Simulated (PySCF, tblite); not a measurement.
# C6H13BF2Si: geometry, infrared bands and NMR shifts

Aim: predict the infrared bands and NMR shifts of C6H13BF2Si (`B[C@@]1([SiH](C)C)C[C@@H]1C(F)F`).

The runs use tblite 0.8.0 and PySCF 2.14.0, with density-fitted response routines of our own; the level of theory stands in each step. All values are computed, except where a source is named. Atoms are numbered from 0 throughout.

## (1) The starting structure

23 atoms, charge 0, multiplicity 1; geometry from: force field or distance geometry start.

Bonds of the start (Å): B0–C1 1.59, C1–Si2 1.88, Si2–C3 1.86, Si2–C4 1.87, C1–C5 1.52, C5–C6 1.53, C6–C7 1.53, C7–F8 1.38, C7–F9 1.37, C6–C1 1.54, B0–H10 1.19, B0–H11 1.18, Si2–H12 1.46, C3–H13 1.12, C3–H14 1.12, C3–H15 1.11, C4–H16 1.11, C4–H17 1.11, C4–H18 1.11, C5–H19 1.12, C5–H20 1.10, C6–H21 1.11, C7–H22 1.10.

## (2) Geometry optimisation with GFN2-xTB

Job settings and geometry (Å):

```
{"job": {"kind": "relax", "xc": "GFN2-xTB", "basis": "xTB"}, "charge": 0, "multiplicity": 1}
B     -0.182800     2.057200     0.728200
C      0.352400     0.731000     0.038900
Si    -0.892600    -0.638600    -0.309500
C     -1.515800    -1.350900     1.286400
C     -2.347700     0.089700    -1.239100
C      1.348300     0.970300    -1.088200
C      1.849300     0.443100     0.253400
C      2.342500    -1.008800     0.251300
F      2.030000    -1.609900     1.456800
F      3.704700    -1.024900     0.091200
H     -0.829400     2.826400     0.093400
H     -0.025200     2.244000     1.884400
H     -0.339500    -1.705200    -1.131600
H     -0.662100    -1.811200     1.844100
H     -1.974100    -0.547400     1.912700
H     -2.277400    -2.137100     1.094600
H     -2.834800     0.873800    -0.623500
H     -1.984600     0.538900    -2.191700
H     -3.078200    -0.707200    -1.470800
H      1.651700     2.028900    -1.265400
H      1.345600     0.235900    -1.909100
H      2.415400     1.183500     0.863500
H      1.899800    -1.605700    -0.560100
```

The run is started by

```sh
$ OMP_NUM_THREADS=1 python probes_run.py task.json out
```

One launch serves the whole session: the jobs run in the order shown.

**Question.** This job is followed by: GFN2-xTB harmonic vibrations, gas phase; GIAO PBE0/pcSseg-1 NMR shielding, non-relativistic, gas phase. Predict these results of the whole session: strongest single infrared mode (GFN2-xTB); zero-point energy (GFN2-xTB); 13C shifts against TMS (PBE0/pcSseg-1); 1H shifts against TMS (PBE0/pcSseg-1, means over atoms taken as alike); 11B shifts against BF3·OEt2 (PBE0/pcSseg-1); 29Si shifts against TMS (PBE0/pcSseg-1); 19F shifts against CFCl3 (PBE0/pcSseg-1); surface potential, 1st and 99th percentile.

**Answer**, as computed:

```
                                                              quantity                                               value
                             strongest single infrared mode (GFN2-xTB)                               2136 cm⁻¹, 347 km/mol
                                          zero-point energy (GFN2-xTB)                                      109.5 kcal/mol
                                13C shifts against TMS (PBE0/pcSseg-1)             126.1, 29.0, 27.3, 18.7, -0.5, -1.4 ppm
1H shifts against TMS (PBE0/pcSseg-1, means over atoms taken as alike)  7.85, 5.92, 4.35, 1.64, 1.26, 1.10, 0.39, 0.20 ppm
                           11B shifts against BF3·OEt2 (PBE0/pcSseg-1)                                            88.9 ppm
                               29Si shifts against TMS (PBE0/pcSseg-1)                                            -9.7 ppm
                              19F shifts against CFCl3 (PBE0/pcSseg-1)                                  -126.4, -131.7 ppm
                                 surface potential, 1st and 99th percentile                                  -0.96 V and 1.48 V
```

**Reading.** The optimisation took 79 steps and gained 0.421 eV; among the close pairs (by a distance rule), Si2–C3 changed most, from 1.855 to 1.897 Å. All 63 modes are real, so the xTB geometry is a minimum. The strongest single mode, at 2136 cm⁻¹, moves mainly H12. Unscaled tight-binding wavenumbers are off by several per cent, some by more. Its intensities can rank the bands wrongly. At PBE0/pcSseg-1: The largest span, 203 ppm, is at F8, where the paramagnetic term is -178 ppm. At PBE0/pcSseg-1, counted by nearest atom on the grid, the HOMO lies on C1 24 %; H10 10 %, the LUMO on B0 48 %; H10, H11 about 12 % each.
